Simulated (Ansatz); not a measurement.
**Ge₂H₆O₂: a ladder of functionals and wavefunction methods**

How much do the methods differ for Ge₂H₆O₂? The plan is to run it at one geometry with functionals of several rungs and with coupled cluster, and see how far each lands from CCSD(T) at the basis-set limit for the atomisation energy.

Computed with Ansatz 0.2.0, Gaussian basis. Level: functionals in def2-TZVPP, the program's frozen cores in correlated methods.

Levels to be run: PBE-D4, r2SCAN-D4, PBE0-D4, B3LYP-D4, ωB97X-V, ωB97M-V, B2PLYP; CCSD(T)/def2-TZVPP; MP2/def2-QZVPP; extrapolation to the limit.

**1. The geometry**

The geometry comes from an earlier relaxation with PBE0-D4 in a triple-zeta def2 set; it is a stationary point, not always the lowest conformer.

SMILES `[OH][GeH]([OH])[GeH3]`, 10 atoms, charge 0, spin multiplicity 1.

Atoms are counted from 1 here; the program's logs count them from 0.

Bond lengths: O1–Ge2 1.786 Å, O1–H5 0.959 Å, Ge2–O3 1.778 Å, Ge2–Ge4 2.418 Å, Ge2–H6 1.550 Å, O3–H7 0.961 Å, Ge4–H8 1.535 Å, Ge4–H9 1.536 Å, Ge4–H10 1.533 Å. Angles: Ge2–O1–H5 112.4°, O1–Ge2–O3 107.2°, O1–Ge2–Ge4 110.0°, O1–Ge2–H6 106.8°, O3–Ge2–Ge4 105.2°, O3–Ge2–H6 110.1°, Ge4–Ge2–H6 117.2°, Ge2–O3–H7 112.4°, Ge2–Ge4–H8 109.9°, Ge2–Ge4–H9 109.2°, Ge2–Ge4–H10 109.3°, H8–Ge4–H9 109.0°, H8–Ge4–H10 109.8°, H9–Ge4–H10 109.6°.

**2. PBE-D4 (GGA)**

File in.yaml:

```yaml
crystal:
  periodic: [false, false, false]
  atoms:
    - {symbol: O, position_ang: [-0.968159, 0.928173, 1.489645]}
    - {symbol: Ge, position_ang: [-0.148589, -0.375511, 0.585097]}
    - {symbol: O, position_ang: [1.494827, -0.523324, 1.246910]}
    - {symbol: Ge, position_ang: [0.155666, 0.282336, -1.722224]}
    - {symbol: H, position_ang: [-1.731807, 0.611871, 1.976652]}
    - {symbol: H, position_ang: [-0.949129, -1.676438, 0.850955]}
    - {symbol: H, position_ang: [1.505125, -0.509851, 2.207447]}
    - {symbol: H, position_ang: [1.004875, -0.765116, -2.455930]}
    - {symbol: H, position_ang: [-1.216876, 0.381678, -2.405481]}
    - {symbol: H, position_ang: [0.854046, 1.646203, -1.773080]}
basis:
  gaussian: {orbitals: def2-TZVPP}
hamiltonian: {xc: pbe, dispersion: d4}
output: {forces: true, orbitals: {seedname: orbitals}}
```

The run is started by

```bash
ansatz run in.yaml --threads 2 --pin off --events-out ev --progress --plain --max-ram 32768MiB --backend cpu
```

Further steps of the session: r2SCAN-D4 (meta-GGA); PBE0-D4 (hybrid); B3LYP-D4 (hybrid); ωB97X-V (range-separated); ωB97M-V (range-separated); B2PLYP (double hybrid); CCSD(T) in def2-TZVPP; MP2 in def2-QZVPP.

Q: Predict the results of all the runs planned. Wanted: atomisation energy, CCSD(T)/CBS; farthest; mean size of error, hybrid; mean size of error, range-separated; gap, smallest and largest; T1 diagnostic; triples share of the correlation energy.

As calculated:

```
                               quantity                                 value
        atomisation energy, CCSD(T)/CBS                        741.9 kcal/mol
functionals within 7.4 kcal/mol (1.0 %)            PBE-D4, r2SCAN-D4, ωB97X-V
                               farthest              PBE0-D4 (-20.0 kcal/mol)
             mean size of error, hybrid                         17.0 kcal/mol
    mean size of error, range-separated                          7.0 kcal/mol
              gap, smallest and largest  5.78 eV (PBE-D4), 12.23 eV (ωB97X-V)
                          T1 diagnostic                                0.0121
triples share of the correlation energy                                 3.4 %
```

**Reading.** PBE-D4 is off by -5.6 kcal/mol. Double hybrids carry the basis error of their MP2 part in triple zeta, and no dispersion term here, so their miss is partly the set-up's. Misses under about 7.4 kcal/mol are within the doubt on the reference itself, which lacks core-valence correlation, relativity and higher excitations, and its outer-core shells are covered unevenly. Hartree-Fock recovers 68 % of the binding; the rest is correlation. Orbital gaps span 5.8 to 12.2 eV; exact exchange widens them. Correlated methods include outer-core shells of Ge, which these sets cover unevenly.
